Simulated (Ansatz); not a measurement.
**CH2Br+ (SMILES [CH2+]Br): single points off equilibrium**

The task here is to estimate one member of a computed series from the others.

Program: Ansatz 0.2.0, Gaussian basis. Level of theory: single points in def2-TZVPP. These are calculated values, not measurements.

Correlated methods freeze the cores. Filled d shells of the heavier atoms are correlated.

## Where the work starts

SMILES `[CH2+]Br`, 4 atoms, charge 1, spin multiplicity 1.

Atoms are counted from 1 here; the program's logs count them from 0.

Bond lengths: C1–Br2 1.755 Å, C1–H3 1.064 Å, C1–H4 1.230 Å. Angles: Br2–C1–H3 131.4°, Br2–C1–H4 118.5°, H3–C1–H4 109.7°.

Coordinates:

```xyz
4

C    -0.1034   -0.0975   -0.0676
Br    1.3720    0.3412    0.7755
H    -0.6456   -1.0126   -0.1079
H    -0.7416    0.7890   -0.6332
```

The first run:

run/in.yaml reads:

```yaml
crystal:
  periodic: [false, false, false]
  atoms:
    - {symbol: C, position_ang: [-0.103400, -0.097500, -0.067600]}
    - {symbol: Br, position_ang: [1.372000, 0.341200, 0.775500]}
    - {symbol: H, position_ang: [-0.645600, -1.012600, -0.107900]}
    - {symbol: H, position_ang: [-0.741600, 0.789000, -0.633200]}
basis:
  gaussian: {orbitals: def2-TZVPP}
total_charge: 1
correlation: {method: ccsd_t}
output: {forces: true}
```

No record of the launch command was kept for these runs.

Among the steps run: CCSD(T)/def2-TZVPP; PBE0-D4/def2-TZVPP; wB97M-V/def2-TZVPP; r2SCAN-D4/def2-TZVPP; PBE-D4/def2-TZVPP; LC-wPBE/def2-TZVPP; BLYP-D4/def2-TZVPP.

One of the session's tables, all rows but one given; the rest of the session is left out.

```
   method  RMS force component (eV/Å)  angle to CCSD(T) forces (°)
  CCSD(T)                       1.702                    reference
  PBE0-D4                       1.695                          5.3
  wB97M-V                       1.693                          4.8
r2SCAN-D4                       1.680                          2.5
   PBE-D4                       1.624                          5.0
  LC-wPBE                       1.740                         11.8
  BLYP-D4                           ?                            ?
```

**Question.** Estimate the row for BLYP-D4.

As computed: RMS force component (eV/Å): 1.640; angle to CCSD(T) forces (°): 7.5. In the column «RMS force component (eV/Å)» it lies between PBE-D4 (1.624) and r2SCAN-D4 (1.680).
